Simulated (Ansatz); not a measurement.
# LiMg2: strong compression

The task here is to estimate one member of a computed series from the others.

Computed with Ansatz 0.2.0 (DFT, LDA, PAW with Ansatz's default frozen-core files, scalar-relativistic, unless a step's input says otherwise).

1 further run of the same task is left out (it didn't finish).

## Starting point

It takes space group C2/m (No. 12, monoclinic). The conventional cell has a = 10.860 Å, b = 3.454 Å, c = 3.465 Å, α = 90.00°, β = 108.47°, γ = 90.00°. Li (site symmetry 2/m) is surrounded by 8 Mg at 2.94 Å. Mg (site symmetry m) has 4 Li at 2.94 Å and 5 Mg at 3.08 to 3.27 Å as nearest neighbours.

Cell or atoms stand a little off a more symmetric structure (I4/mmm at a tolerance of 0.3 Å), so results at this geometry aren't those of that ideal crystal.

As a file:

```xyz
3
Lattice="5.4302 -1.7269 0.0000 5.4302 1.7269 0.0000 -1.0980 0.0000 3.2864" Properties=species:S:1:pos:R:3 pbc="T T T"
Li    4.8812    0.0000    1.6432
Mg    8.2135    0.0000    2.7643
Mg    1.5489    0.0000    0.5221
```

Whether this phase is the stable one at these pressures isn't tested.

Atoms are numbered in the order of the input: Li1, Mg2, Mg3.

The first run:

Contents of input.yaml:

```yaml
crystal:
  lattice:
    - [5.4301842578, -1.726917465, 0.0]
    - [5.4301842578, 1.726917465, 0.0]
    - [-1.0979693164, 0.0, 3.2863528843]
  atoms:
    - { symbol: Li, position: [0.5, 0.5, 0.5] }
    - { symbol: Mg, position: [0.84131759, 0.84131759, 0.84113832] }
    - { symbol: Mg, position: [0.15868241, 0.15868241, 0.15886168] }
kpoints:
  mp_grid: { grid: [11, 11, 11] }
  band_path:
    path:
      - [0.0, 0.0, 0.0]
      - [-0.2781067995, 0.2781067995, 0.0]
      - [-0.7218932005, -0.2781067995, 0.0]
      - [-0.5, -0.5, 0.0]
      - [0.0, 0.0, 0.0]
      - [-0.5, -0.5, 0.5]
      - [-0.7498096649, -0.2501903351, 0.5]
      - [-0.2501903351, 0.2501903351, 0.5]
      - [0.0, 0.0, 0.5]
    npoints: 6
scf:
  occupations: { method: fermi_dirac, width: 0.05 }
hamiltonian:
  xc: lda
  pseudopotentials: { kind: paw }
output:
  forces: true
  stress: true
  eigenvalues: true
  efg: { contact_densities: true }
  populations: true
```

Started as:

```sh
$ ansatz run input.yaml --threads 1 --pin off --max-ram 3072MiB --backend cpu --events-out ev --progress --plain --runs-dir out
```

Steps of the session up to this table: Volume scaled by 1, PAW; Volume scaled by 0.75, PAW; Volume scaled by 0.65, PAW; Volume scaled by 0.4, PAW.

One of the session's tables, all rows but one given; the rest of the session is left out.

```
method  volume over the first  volume (Å³/atom)  pressure (GPa)  largest force (eV/Å)
   PAW                      1            20.545           -1.42                 0.002
   PAW                   0.75            15.409           12.68                 0.280
   PAW                   0.65            13.354           26.50                 0.506
   PAW                    0.4                 ?               ?                     ?
```

Estimate the missing values for PAW, 0.4.

The run gave: volume (Å³/atom): 8.218; pressure (GPa): 148.31; largest force (eV/Å): 1.946. In the column «volume (Å³/atom)» it is the lowest.
